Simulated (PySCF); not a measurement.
# F3OOs (Os(O)(F)3+): the cost of one run

The runs use PySCF 2.14.0; r2SCAN, Os def2-SVP with ECP60, O def2-SVP, F def2-SVP; scalar-relativistic core potentials, no spin–orbit coupling.

6 further runs of the same task are left out: 2 for a known fault of the program, 2 that didn't finish, 2 set aside as unsound or not needed. Runs told in other sessions of the task aren't counted.

**1. Where the work starts**

5 atoms, charge 1, spin multiplicity 3.

Bond lengths: Os1–O2 1.656 Å, Os1–F3 1.819 Å, Os1–F4 1.827 Å, Os1–F5 1.819 Å. Angles: O2–Os1–F3 111.6°, O2–Os1–F4 119.6°, O2–Os1–F5 111.6°, F3–Os1–F4 91.7°, F3–Os1–F5 127.6°, F4–Os1–F5 91.7°.

Coordinates:

```
Os   -0.0633    0.0881    0.0398
O     0.9120    1.0381    0.9824
F    -0.8183   -1.2588    1.0017
F     0.6889   -1.0967   -1.1294
F    -0.8139    1.0370   -1.3191
```

Formal oxidation states: Os +6. An earlier session relaxed this geometry at r2SCAN, Os def2-SVP with ECP60, O def2-SVP, F def2-SVP (triplet, point group Cs).

Its energy there is -464.688237 Eh.

**2. Multiplicity 1 at the relaxed geometry**

run.py (the lines that set the calculation)

```python
mol = gto.M(atom='''
Os    -0.06330     0.08812     0.03982
O      0.91198     1.03812     0.98242
F     -0.81832    -1.25875     1.00170
F      0.68887    -1.09669    -1.12935
F     -0.81389     1.03696    -1.31907''',
    basis={'Os': 'def2-SVP', 'O': 'def2-SVP', 'F': 'def2-SVP'},
    ecp={'Os': 'def2-SVP'},
    charge=1, spin=0)
mf = dft.RKS(mol, xc='R2SCAN')
mf.grids.atom_grid = (50, 194)
mf = mf.density_fit()  # fitting sets: Os def2-universal-JKFIT, O def2-universal-JKFIT, F def2-universal-JKFIT
mf.conv_tol = 1e-08; mf.max_cycle = 55
mf.kernel(dm0)  # dm0: free metal ions and neutral atoms
```

Command:

```bash
$ OMP_NUM_THREADS=2 python run.py
```

**Question.** How long does this run take on 2 threads of Arm Neoverse V1, shared host?

About 27 s.
